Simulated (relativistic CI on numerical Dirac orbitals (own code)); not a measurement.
# Pr⁴⁺: how the levels respond to the fine-structure constant and the nuclear radius

Aim: the factor q = dE/dx of each excitation energy, x = (α/α0)² − 1, by finite differences, and the field-shift factor by the mean square nuclear radius, for the lowest 30 levels.

Method: Dirac-Coulomb-Breit CI, KLI orbitals optimised for each configuration, valence Slater integrals scaled by 0.85, P86 correlation energy added to each configuration, derivatives by finite differences. Code: relativistic CI on numerical Dirac orbitals (own code) version 3.

**1. The atom as given**

| Property | Result |
| --- | --- |
| ion | Pr⁴⁺ (Pr V) |
| nuclear charge | 59 |
| electrons | 55 |
| isotope | A = 141 |
| first configuration | [Xe] 4f |

Outer shells as boxes (Hund's rule):

[Xe] 4f1
```
[Xe] core
4f [↑ ][  ][  ][  ][  ][  ][  ]
```

**2. Levels and derivatives**

Settings of the run:

```ini
atom Pr  Z=59  charge=4  electrons=55
nucleus A=141  rms_radius_fm=4.8919
hamiltonian dirac-coulomb  breit=on  qed=off  c_scale=1
orbitals kli  potential=per-configuration
slater_scale 0.85
correlation p86
mixing on
configurations
  [Xe] 4f
  [Xe] 5d
  [Kr] 4d10 4f 5s2 5p5 5d
  [Kr] 4d10 4f2 5s2 5p5
  [Xe] 6s
  [Xe] 6p
  [Kr] 4d10 4f 5s2 5p5 5f
  [Kr] 4d10 4f 5s 5p6 5d
end
derivatives alpha2 +-0.01 radius +-1%
```

What does the calculation give? Wanted: lowest level; largest q in size, lowest 30 levels; largest K in size within the lowest configuration; largest field-shift factor among them.

**Answer**, as computed:

```
                                         quantity                                              value
                                     lowest level                                  4f 5s2 5p6 2F°5/2
              largest q in size, lowest 30 levels  34180 cm⁻¹ (4f2 5s2 5p5 [4f7/2^2 5p3/2^3] J=7/2°)
largest K in size within the lowest configuration                           1.74 (4f 5s2 5p6 2F°7/2)
            largest field-shift factor among them                            9.09 GHz/fm² (5d 2D5/2)
```

In words: Among these levels the largest q belongs to 4f2 5s2 5p5 [4f7/2^2 5p3/2^3] J=7/2°, a change of configuration. The fine-structure partner 2F°7/2 has K = 1.74, away from the 2 of a pure α² interval, since levels mix. K = 2q/E, the relative sensitivity of a level, hangs on the computed energy: between configurations that lie close it can be off by a factor of several. Low levels that differ in the count of f electrons can be misplaced by several ten thousand cm⁻¹.
